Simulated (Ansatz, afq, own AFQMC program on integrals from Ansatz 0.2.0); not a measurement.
**GeH2O (singlet): AFQMC on the coupled-cluster ladder at angle O2–Ge1–H3 = 85.5°, cc-pVTZ**

How near does AFQMC come to the top of the ladder for GeH2O (singlet)?

The runs use Ansatz 0.2.0, Gaussian basis, and an in-house AFQMC program (afq) on its integrals; all values are calculated; cc-pVTZ, frozen cores.

Plan: PBE (unrestricted); r2SCAN (unrestricted); PBE0 (unrestricted); CCSD(T) on RHF; B3LYP (unrestricted); wB97M-V (unrestricted); B2PLYP (unrestricted); CCSDT(Q) on RHF; Phaseless AFQMC, CISD trial on RHF; UHF.

## (1) What is computed

The geometry derives from a PBE0/def2-TZVP stationary point (not a proven minimum). One angle is set to the value named; bond lengths are kept. No spin-orbit coupling is included. The filled d shell of Ge may be among the frozen orbitals whatever the setting's name suggests; the logs give the count.

4 atoms, charge 0, spin multiplicity 1.

Atoms are counted from 1 here; the program's logs count them from 0.

Bond lengths: Ge1–O2 1.791 Å, Ge1–H3 1.599 Å, O2–H4 0.961 Å. Angles: O2–Ge1–H3 85.5°, Ge1–O2–H4 111.5°.

## (2) PBE (unrestricted)

Input file in.yaml:

```yaml
crystal:
  periodic: [false, false, false]
  atoms:
    - {symbol: Ge, position_ang: [0.000000, -0.065335, 0.335017]}
    - {symbol: O, position_ang: [0.000000, 0.237265, -1.429850]}
    - {symbol: H, position_ang: [0.000000, 1.527113, 0.480759]}
    - {symbol: H, position_ang: [0.000000, -0.584790, -1.928174]}
basis:
  gaussian: {orbitals: cc-pVTZ}
magnetization: {spin_polarized: true, initial_magnetization: 0}
hamiltonian: {xc: {name: PBE}}
output: {orbitals: {seedname: orbitals}}
```

Run with:

```
$ ansatz run in.yaml --threads 1 --pin off --events-out ev --progress --plain --max-ram 8192MiB --backend cpu
```

Log:

```text
Functional definition: PBE
  name "PBE"
  cite "Perdew, Burke & Ernzerhof, Phys. Rev. Lett. 77, 3865 (1996) doi:10.1103/PhysRevLett.77.3865"
  parent pbe
  parameter kappa = 0.804
  parameter beta = 0.06672455060314922
  exchange = pbe_x(kappa = kappa, mu = beta*pi^2/3)
  correlation = pbe_c(beta = beta)
644 factors; their error is unknown
mean field evaluation 1: about -58581.4030 eV, gradient 4.7e1 eV
mean field evaluation 2: about -58483.5745 eV, gradient 1.3e2 eV
mean field evaluation 4: about -58588.2216 eV, gradient 9.0e0 eV
mean field evaluation 8: about -58588.7510 eV, gradient 9.2e-2 eV
mean field evaluation 16: about -58588.7455 eV, gradient 8.3e-6 eV
mean field -58588.74550950 eV, -2153.0966845962 hartree, gradient 8.3e-6 eV, S^2 0.000000; 0 other end points of the search recorded, 0 dependent functions left out
reference -58588.74553983 eV, -2153.0966857108 hartree; 21, 21 occupied and 80, 80 virtual orbitals, 644 factors
Total energy: -58588.74553983 eV, -2153.0966857108 hartree
```

Wall time 1.9 s (1 thread of AMD EPYC 7R13 (Zen 3), shared host); peak memory 0.72 GiB.

From the report: ⟨S²⟩ of the determinant 0.000 (pure singlet: 0.00).

## (3) r2SCAN (unrestricted)

Edit in.yaml of step 2 so:

```diff
@@ -10,3 +10,2 @@
 magnetization: {spin_polarized: true, initial_magnetization: 0}
-hamiltonian: {xc: {name: PBE}}
-output: {orbitals: {seedname: orbitals}}
+hamiltonian: {xc: {name: r2SCAN}}
```

Launched as before.

Log:

```text
Functional definition: r2SCAN
  name "r2SCAN"
  cite "Furness, Kaplan, Ning, Perdew & Sun, J. Phys. Chem. Lett. 11, 8208 (2020) doi:10.1021/acs.jpclett.0c02405"
  cite "Furness, Kaplan, Ning, Perdew & Sun, J. Phys. Chem. Lett. 11, 9248 (2020) doi:10.1021/acs.jpclett.0c03077"
  parent r2scan
  parameter k0 = 0.174
  parameter k1 = 0.065
  parameter a1 = 4.9479
  exchange = r2scan_x(k0 = k0, k1 = k1, a1 = a1)
  correlation = r2scan_c
644 factors; their error is unknown
mean field evaluation 1: about -58592.0061 eV, gradient 4.3e1 eV
mean field evaluation 2: about -58517.2117 eV, gradient 1.2e2 eV
mean field evaluation 4: about -58597.9330 eV, gradient 5.4e0 eV
mean field evaluation 8: about -58598.1338 eV, gradient 1.2e-1 eV
mean field evaluation 16: about -58598.1247 eV, gradient 1.7e-5 eV
mean field -58598.12466353 eV, -2153.4413621492 hartree, gradient 1.7e-5 eV, S^2 0.000000; 1 other end points of the search recorded, 0 dependent functions left out
reference -58598.12467475 eV, -2153.4413625617 hartree; 21, 21 occupied and 80, 80 virtual orbitals, 644 factors
Total energy: -58598.12467475 eV, -2153.4413625617 hartree
```

Wall time 5.5 s (1 thread of AMD EPYC 7R13 (Zen 3), shared host); peak memory 0.72 GiB.

From the report: ⟨S²⟩ of the determinant 0.000 (pure singlet: 0.00).

## (4) PBE0 (unrestricted)

Edit in.yaml of step 3 so:

```diff
@@ -10,2 +10,3 @@
 magnetization: {spin_polarized: true, initial_magnetization: 0}
-hamiltonian: {xc: {name: r2SCAN}}
+hamiltonian: {xc: {name: PBE0}}
+output: {orbitals: {seedname: orbitals}}
```

Same command.

Log:

```text
Functional definition: PBE0
  name "PBE0"
  cite "Adamo & Barone, J. Chem. Phys. 110, 6158 (1999) doi:10.1063/1.478522"
  cite "Perdew, Burke & Ernzerhof, Phys. Rev. Lett. 77, 3865 (1996) doi:10.1103/PhysRevLett.77.3865"
  parent pbe
  parameter a = 0.25
  parameter kappa = 0.804
  parameter beta = 0.06672455060314922
  exchange = (1 - a)*pbe_x(kappa = kappa, mu = beta*pi^2/3) + a*exact_x
  correlation = pbe_c(beta = beta)
701 factors; their error is unknown
mean field evaluation 1: about -58584.5994 eV, gradient 3.9e1 eV
mean field evaluation 2: about -58545.8361 eV, gradient 9.8e1 eV
mean field evaluation 4: about -58589.8153 eV, gradient 2.2e0 eV
mean field evaluation 8: about -58590.0548 eV, gradient 1.0e-1 eV
mean field evaluation 16: about -58588.8504 eV, gradient 4.6e0 eV
mean field -58590.05486977 eV, -2153.1448026987 hartree, gradient 1.6e-5 eV, S^2 0.000000; 1 other end points of the search recorded, 0 dependent functions left out
reference -58590.05489237 eV, -2153.1448035289 hartree; 21, 21 occupied and 80, 80 virtual orbitals, 701 factors
Total energy: -58590.05489237 eV, -2153.1448035289 hartree
```

It took 2.6 s on 1 thread of AMD EPYC 7R13 (Zen 3), shared host; peak memory 0.72 GiB.

From the report: ⟨S²⟩ of the determinant 0.000 (pure singlet: 0.00).

## (5) CCSD(T) on RHF

Edit in.yaml of step 4 so:

```diff
@@ -9,4 +9,3 @@
   gaussian: {orbitals: cc-pVTZ}
-magnetization: {spin_polarized: true, initial_magnetization: 0}
-hamiltonian: {xc: {name: PBE0}}
-output: {orbitals: {seedname: orbitals}}
+magnetization: {spin_polarized: false}
+correlation: {method: ccsd_t, electrons: outside_noble_gas, hamiltonian_folder: ham}
```

Run with:

```
$ ansatz run in.yaml --threads 1 --pin off --events-out ev --progress --plain --max-ram 24576MiB --backend cuda --devices 0, --max-vram 18GiB
```

Log, cut to the lines that bear on the results:

```text
Functional definition: HF
  name "HF"
  cite "Fock, Z. Phys. 61, 126 (1930) doi:10.1007/BF01340294"
  parent pbe
[...]
621 factors; integrals over basis functions are off by at most 1.2e-3 eV
[...]
mean field -58544.08370499 eV, -2151.4553935531 hartree, gradient 1.2e-6 eV, S^2 0.000000; 0 other end points of the search recorded, 0 dependent functions left out
15 core orbitals not correlated: weight in the atoms' cores, before any rotation towards them, 0.995 or more for the frozen orbitals, at most 0.008 for the correlated occupied ones
reference -58544.08370499 eV, -2151.4553935531 hartree; 6, 6 occupied and 80, 80 virtual orbitals, 621 factors
second order -9.46624275 eV of doubles, -0.00000000 eV of singles
cycle   1  -9.52867910 eV  change   -6.2e-2 eV  update   9.0e-2
[...]
cycle  11  -9.90352520 eV  change   -6.5e-6 eV  update   5.5e-6
perturbative correction -0.37111527 eV, -0.0136382345 hartree
Total energy: -58554.35834545 eV, -2151.8329796257 hartree
```

It took 14 s on 1 × NVIDIA H100 80GB HBM3 with 1 thread of AMD EPYC 7R13 (Zen 3), shared host; peak host memory 0.78 GiB.

From the report: correlation -10.2746 eV; T1 0.018; largest double amplitude 0.07.

This run also writes the integrals to the folder ham.

## (6) B3LYP (unrestricted)

Edit in.yaml of step 5 so:

```diff
@@ -9,3 +9,3 @@
   gaussian: {orbitals: cc-pVTZ}
-magnetization: {spin_polarized: false}
-correlation: {method: ccsd_t, electrons: outside_noble_gas, hamiltonian_folder: ham}
+magnetization: {spin_polarized: true, initial_magnetization: 0}
+hamiltonian: {xc: {name: B3LYP}}
```

Run with:

```
$ ansatz run in.yaml --threads 1 --pin off --events-out ev --progress --plain --max-ram 8192MiB --backend cpu
```

Log, cut to the lines that bear on the results:

```text
Functional definition: B3LYP
  name "B3LYP"
  cite "Stephens, Devlin, Chabalowski & Frisch, J. Phys. Chem. 98, 11623 (1994) doi:10.1021/j100096a001"
  cite "Becke, Phys. Rev. A 38, 3098 (1988) doi:10.1103/PhysRevA.38.3098"
  cite "Lee, Yang & Parr, Phys. Rev. B 37, 785 (1988) doi:10.1103/PhysRevB.37.785"
  cite "Vosko, Wilk & Nusair, Can. J. Phys. 58, 1200 (1980) doi:10.1139/p80-159"
[...]
701 factors; their error is unknown
[...]
mean field -58600.89358867 eV, -2153.5431182712 hartree, gradient 5.3e-5 eV, S^2 0.000000; 0 other end points of the search recorded, 0 dependent functions left out
reference -58600.89378058 eV, -2153.5431253238 hartree; 21, 21 occupied and 80, 80 virtual orbitals, 701 factors
Total energy: -58600.89378058 eV, -2153.5431253238 hartree
```

Run time: 2.5 s. Hardware: 1 thread of AMD EPYC 7R13 (Zen 3), shared host; peak memory 0.72 GiB.

From the report: ⟨S²⟩ of the determinant 0.000 (pure singlet: 0.00).

## (7) wB97M-V (unrestricted)

Edit in.yaml of step 6 so:

```diff
@@ -10,2 +10,3 @@
 magnetization: {spin_polarized: true, initial_magnetization: 0}
-hamiltonian: {xc: {name: B3LYP}}
+hamiltonian: {xc: {name: wB97M-V}}
+output: {orbitals: {seedname: orbitals}}
```

Launched as before.

Log, cut to the lines that bear on the results:

```text
Functional definition: wB97M-V
  name "wB97M-V"
  cite "Mardirossian & Head-Gordon, J. Chem. Phys. 144, 214110 (2016) doi:10.1063/1.4952647"
  cite "Becke, J. Chem. Phys. 107, 8554 (1997) doi:10.1063/1.475007"
  cite "Vydrov & Van Voorhis, J. Chem. Phys. 133, 244103 (2010) doi:10.1063/1.3521275"
  # Of w^i u^j: cxij and so on, Table III.
[...]
  gx(w, u) = 1 - cx + cx01*u + cx10*w
  gss(w, u) = css00 + css04*u^4 + css10*w + css20*w^2 + css43*w^4*u^3
  gos(w, u) = cos00 + cos10*w + (cos20 + cos21*u)*w^2 + (cos60 + cos61*u)*w^6
[...]
      + integral(e_c_pw_mod_opposite_spin*gos(b97_w_opposite, b97_u_opposite)) + vv10(b, c)
694 factors; their error is unknown
140 factors; integrals over basis functions are off by at most 1.1e-5 eV
[...]
mean field -58595.67643901 eV, -2153.3513915577 hartree, gradient 3.2e-5 eV, S^2 0.000000; 0 other end points of the search recorded, 0 dependent functions left out
reference -58595.67647485 eV, -2153.3513928746 hartree; 21, 21 occupied and 80, 80 virtual orbitals, 694 factors
Total energy: -58595.67647485 eV, -2153.3513928746 hartree
```

It took 8.5 s on 1 thread of AMD EPYC 7R13 (Zen 3), shared host; peak memory 0.72 GiB.

From the report: ⟨S²⟩ of the determinant 0.000 (pure singlet: 0.00).

## (8) B2PLYP (unrestricted)

Edit in.yaml of step 7 so:

```diff
@@ -10,3 +10,3 @@
 magnetization: {spin_polarized: true, initial_magnetization: 0}
-hamiltonian: {xc: {name: wB97M-V}}
-output: {orbitals: {seedname: orbitals}}
+hamiltonian: {xc: {name: B2PLYP}}
+correlation: {electrons: outside_noble_gas}
```

Launched as before.

Log, cut to the lines that bear on the results:

```text
Functional definition: B2PLYP
  name "B2PLYP"
  cite "Grimme, J. Chem. Phys. 124, 034108 (2006) doi:10.1063/1.2148954"
  cite "Becke, Phys. Rev. A 38, 3098 (1988) doi:10.1103/PhysRevA.38.3098"
  cite "Lee, Yang & Parr, Phys. Rev. B 37, 785 (1988) doi:10.1103/PhysRevB.37.785"
[...]
621 factors; integrals over basis functions are off by at most 1.2e-3 eV
[...]
mean field -58583.86502957 eV, -2152.9173302667 hartree, gradient 6.5e-6 eV, S^2 0.000000; 2 other end points of the search recorded, 0 dependent functions left out
15 core orbitals not correlated: weight in the atoms' cores, before any rotation towards them, 0.993 or more for the frozen orbitals, at most 0.011 for the correlated occupied ones
reference -58583.86515080 eV, -2152.9173347220 hartree; 6, 6 occupied and 80, 80 virtual orbitals, 621 factors
second order -11.61877129 eV of doubles, -0.00000000 eV of singles
Total energy: -58587.00221905 eV, -2153.0326198537 hartree
```

Run time: 4.6 s. Hardware: 1 thread of AMD EPYC 7R13 (Zen 3), shared host; peak memory 0.72 GiB.

From the report: ⟨S²⟩ of the determinant 0.000 (pure singlet: 0.00).

## (9) CCSDT(Q) on RHF

Edit in.yaml of step 8 so:

```diff
@@ -9,4 +9,3 @@
   gaussian: {orbitals: cc-pVTZ}
-magnetization: {spin_polarized: true, initial_magnetization: 0}
-hamiltonian: {xc: {name: B2PLYP}}
-correlation: {electrons: outside_noble_gas}
+magnetization: {spin_polarized: false}
+correlation: {method: ccsdt_q, electrons: outside_noble_gas}
```

Run with:

```
$ ansatz run in.yaml --threads 1 --pin off --events-out ev --progress --plain --max-ram 24576MiB --backend cuda --devices 0, --max-vram 18GiB
```

Log, cut to the lines that bear on the results:

```text
Functional definition: HF
  name "HF"
  cite "Fock, Z. Phys. 61, 126 (1930) doi:10.1007/BF01340294"
  parent pbe
[...]
1256 factors; integrals over basis functions are off by at most 2.2e-7 eV
[...]
mean field -58544.08382350 eV, -2151.4553979085 hartree, gradient 1.8e-6 eV, S^2 0.000000; 0 other end points of the search recorded, 0 dependent functions left out
15 core orbitals not correlated: weight in the atoms' cores, before any rotation towards them, 0.995 or more for the frozen orbitals, at most 0.008 for the correlated occupied ones
reference -58544.08382350 eV, -2151.4553979085 hartree; 6, 6 occupied and 80, 80 virtual orbitals, 1256 factors
second order -9.46627643 eV of doubles, -0.00000000 eV of singles
cycle   1  -9.52866424 eV  change   -6.2e-2 eV  update   1.0e-1
[...]
cycle  16  -10.28717071 eV  change    1.1e-8 eV  update   1.1e-6
perturbative correction -0.02333548 eV, -0.0008575630 hartree
Total energy: -58554.39432970 eV, -2151.8343020224 hartree
```

Wall time 17 s (1 × NVIDIA H100 80GB HBM3 with 1 thread of AMD EPYC 7R13 (Zen 3), shared host); peak host memory 0.8 GiB.

From the report: correlation -10.3105 eV; T1 0.019; largest double amplitude 0.07.

## (10) Phaseless AFQMC, CISD trial on RHF

It reads the integrals that the CCSD(T) run on this determinant wrote.

Run with:

```
$ afq ham --method phaseless --trial cisd --walkers 1600 --populations 20 --least-time 60 --time-step 0.005 --steps-per-block 50 --equilibration-blocks 28 --max-blocks 4000 --target-error 0.00021 --factor-cut 1e-05 --seed 8193 --release-times 0.24,0.51,0.99,1.62,2.4 --release-step 0.03 --release-every 3 --taylor-order 6
```

Log:

```text
orbitals 86  electrons 6 6  factors 574 of 621
reference energy -2151.45539355 Eh
CCSD correlation -0.36394797 Eh in 11 cycles, weight of the determinant in the CISD state 0.8715
energy of the start -2151.819337 Eh
 block  time / (1/Eh)  mean weight  energy / Eh
     1     0.250  0.9994  -2151.816212
     2     0.500  1.0001  -2151.821486
     3     0.750  1.0006  -2151.826200
     4     1.000  0.9995  -2151.827303
     5     1.250  1.0004  -2151.829814
     6     1.500  1.0002  -2151.831310
     7     1.750  0.9993  -2151.831937
     8     2.000  0.9997  -2151.832270
     9     2.250  0.9995  -2151.834253
    10     2.500  0.9996  -2151.831881
    13     3.250  0.9993  -2151.829508
    19     4.750  0.9994  -2151.834285
    25     6.250  1.0002  -2151.833663
    31     7.750  0.9999  -2151.835336
    37     9.250  0.9999  -2151.832447
    43    10.750  1.0005  -2151.832832
    49    12.250  0.9993  -2151.834824
    55    13.750  0.9996  -2151.830367
    61    15.250  1.0002  -2151.831960
    67    16.750  0.9996  -2151.835464
    73    18.250  1.0001  -2151.835881
    79    19.750  0.9999  -2151.832340
    85    21.250  0.9998  -2151.832955
    91    22.750  1.0007  -2151.835890
    97    24.250  0.9995  -2151.834833
   103    25.750  0.9997  -2151.840076
   109    27.250  1.0002  -2151.831858
   115    28.750  1.0010  -2151.836089
   121    30.250  0.9997  -2151.834787
   127    31.750  0.9997  -2151.831913
   133    33.250  0.9995  -2151.835343
   139    34.750  0.9998  -2151.833841
   145    36.250  1.0004  -2151.835245
   151    37.750  1.0000  -2151.835728
   157    39.250  0.9999  -2151.833228
   163    40.750  0.9997  -2151.834780
   169    42.250  1.0006  -2151.833314
   175    43.750  0.9997  -2151.832561
   181    45.250  1.0000  -2151.832432
   187    46.750  1.0000  -2151.835954
   193    48.250  1.0001  -2151.832304
   199    49.750  1.0002  -2151.833370
   205    51.250  1.0002  -2151.833822
   211    52.750  1.0003  -2151.832738
   217    54.250  1.0006  -2151.835477
   223    55.750  1.0000  -2151.835282
   229    57.250  1.0005  -2151.831965
   235    58.750  1.0007  -2151.830140
   241    60.250  1.0009  -2151.835719
   247    61.750  0.9998  -2151.832407
   253    63.250  0.9999  -2151.833872
error from the spread of 20 populations
released: time / (1/Eh)  energy / Eh  error  mean overlap
  0.24  -2151.833933  0.000156  0.9981
  0.51  -2151.834130  0.000136  0.9938
  0.99  -2151.834009  0.000197  0.9915
  1.62  -2151.833859  0.000232  0.9867
  2.40  -2151.834033  0.000189  0.9785
energy -2151.834208 +/- 0.000207 Eh
```

It took 1.7 min on 1 × NVIDIA H100 80GB HBM3 with 2 threads of AMD EPYC 7R13 (Zen 3), shared host; peak host memory 1.6 GiB.

Energy -58554.3918 ± 0.0056 eV. Caveats: constraint bias not in the error.

## (11) UHF

Edit in.yaml of step 9 so:

```diff
@@ -9,3 +9,4 @@
   gaussian: {orbitals: cc-pVTZ}
-magnetization: {spin_polarized: false}
-correlation: {method: ccsdt_q, electrons: outside_noble_gas}
+magnetization: {spin_polarized: true, initial_magnetization: 0}
+hamiltonian: {xc: hf}
+output: {orbitals: {seedname: orbitals}}
```

Run with:

```
$ ansatz run in.yaml --threads 1 --pin off --events-out ev --progress --plain --max-ram 24576MiB --backend cuda --devices 0, --max-vram 18GiB
```

Log:

```text
Functional definition: HF
  name "HF"
  cite "Fock, Z. Phys. 61, 126 (1930) doi:10.1007/BF01340294"
  parent pbe
  exchange = exact_x
  correlation = 0
803 factors; their error is unknown
mean field evaluation 1: about -58540.5523 eV, gradient 2.6e1 eV
mean field evaluation 2: about -58541.6893 eV, gradient 2.2e1 eV
mean field evaluation 4: about -58543.2264 eV, gradient 3.4e-1 eV
mean field evaluation 8: about -58544.0828 eV, gradient 1.9e-1 eV
mean field evaluation 16: about -58544.0830 eV, gradient 9.5e-6 eV
mean field evaluation 32: about -58543.2657 eV, gradient 3.6e0 eV
mean field -58544.08302342 eV, -2151.4553685061 hartree, gradient 1.0e-5 eV, S^2 0.000000; 0 other end points of the search recorded, 0 dependent functions left out
reference -58544.08302342 eV, -2151.4553685061 hartree; 21, 21 occupied and 80, 80 virtual orbitals, 803 factors
Total energy: -58544.08302342 eV, -2151.4553685061 hartree
```

It took 14 s on 1 × NVIDIA H100 80GB HBM3 with 1 thread of AMD EPYC 7R13 (Zen 3), shared host; peak host memory 1.6 GiB.

From the report: ⟨S²⟩ of the determinant 0.000 (pure singlet: 0.00).

## (12) All levels side by side

On the RHF determinant, counted from CCSDT(Q) (a yardstick, not exact):

```
                                                level  energy (eV)  from CCSDT(Q) (kJ/mol)  statistical error (kJ/mol)     time
                                                   HF  -58544.0837                  +994.8                                     
                                                  MP2  -58553.5499                   +81.5                                     
                                                 CCSD  -58553.9872                   +39.3                                     
                                              CCSD(T)  -58554.3583                    +3.5                                     
                                             CCSDT(Q)  -58554.3943                     0.0                                     
Phaseless AFQMC, CISD trial, step 0.005, 1600 walkers  -58554.3918                    +0.2                         0.5  1.7 min
```

The functionals' totals stand on their own zeros and serve differences with other points: PBE -58588.746 eV; r2SCAN -58598.125 eV; PBE0 -58590.055 eV; B3LYP -58600.894 eV; wB97M-V -58595.676 eV; B2PLYP -58587.002 eV.

## (13) What came out

| quantity | value |
| --- | --- |
| CCSD(T) on RHF from CCSDT(Q) | +3.5 kJ/mol |
| Phaseless AFQMC, CISD trial on RHF from CCSDT(Q) | +0.2 ± 0.5 kJ/mol |

**Reading.** On RHF the phaseless walk with the CISD trial lies +0.2 kJ/mol from CCSDT(Q), within three error bars. Error bars are statistical and leave out the constraint, the time step and what remains of the start.
